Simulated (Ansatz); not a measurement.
# MoS2: the cost of one run

Computed with Ansatz 0.2.0 (DFT r2SCAN+D3(BJ), scalar-relativistic, plane waves, PAW, unless a step's input says otherwise).

1 further run of the same task is left out (set aside as unsound or not needed).

## (1) Starting point

Symmetry: P6_3/mmc, No. 194, hexagonal system. Conventional cell: a = 3.169 Å, b = 3.169 Å, c = 12.345 Å, α = 90.00°, β = 90.00°, γ = 120.00°. Around Mo (site symmetry -6m2) lie 6 S at 2.40 Å. Around S (site symmetry 3m) lie 3 Mo at 2.40 Å.

Coordinates:

```
Mo S
1.0
     3.16882    0.00000    0.00000
    -1.58441    2.74428    0.00000
     0.00000    0.00000   12.34533
Mo S
2 4
Direct
  0.33333 0.66667 0.25000
  0.66667 0.33333 0.75000
  0.33333 0.66667 0.62414
  0.66667 0.33333 0.12414
  0.33333 0.66667 0.87586
  0.66667 0.33333 0.37586
```

This cell was relaxed beforehand with the same method: volume 17.89 Å³/atom, gap on the mesh 1.01 eV.

## (2) A stricter relaxation

Response functions are second derivatives at a minimum, so forces and stress are first brought close to zero on the mesh and occupations that the response runs use.

Input file input.yaml:

```yaml
crystal:
  lattice:
    - [3.168823295, 0.0, 0.0]
    - [-1.5844116475, 2.7442814735, 0.0]
    - [0.0, 0.0, 12.3453255169]
  atoms:
    - { symbol: Mo, position: [0.3333333333, 0.6666666667, 0.25] }
    - { symbol: Mo, position: [0.6666666667, 0.3333333333, 0.75] }
    - { symbol: S, position: [0.3333333333, 0.6666666667, 0.6241369074] }
    - { symbol: S, position: [0.6666666667, 0.3333333333, 0.1241369074] }
    - { symbol: S, position: [0.3333333333, 0.6666666667, 0.8758630926] }
    - { symbol: S, position: [0.6666666667, 0.3333333333, 0.3758630926] }
basis:
  ecutwfc: 500
kpoints:
  mp_grid: { grid: [12, 12, 4] }
hamiltonian:
  xc: r2scan
  dispersion: d3bj
scf:
  occupations: { method: fixed }
output:
  forces: true
  stress: true
  eigenvalues: true
relax:
  adjacent_minimum: "off"
  f_tol: 0.001
  max_steps: 60
  cell: { stress_tol: 0.01 }
```

Started as:

```sh
> ansatz run input.yaml --threads 4 --pin off --max-ram 10240MiB --backend cpu --events-out ev --progress --plain --runs-dir out
```

Q: Estimate wall time and peak memory on 4 threads of Arm Neoverse V1, shared host.

About 16 s, with a peak of 0.75 GiB.
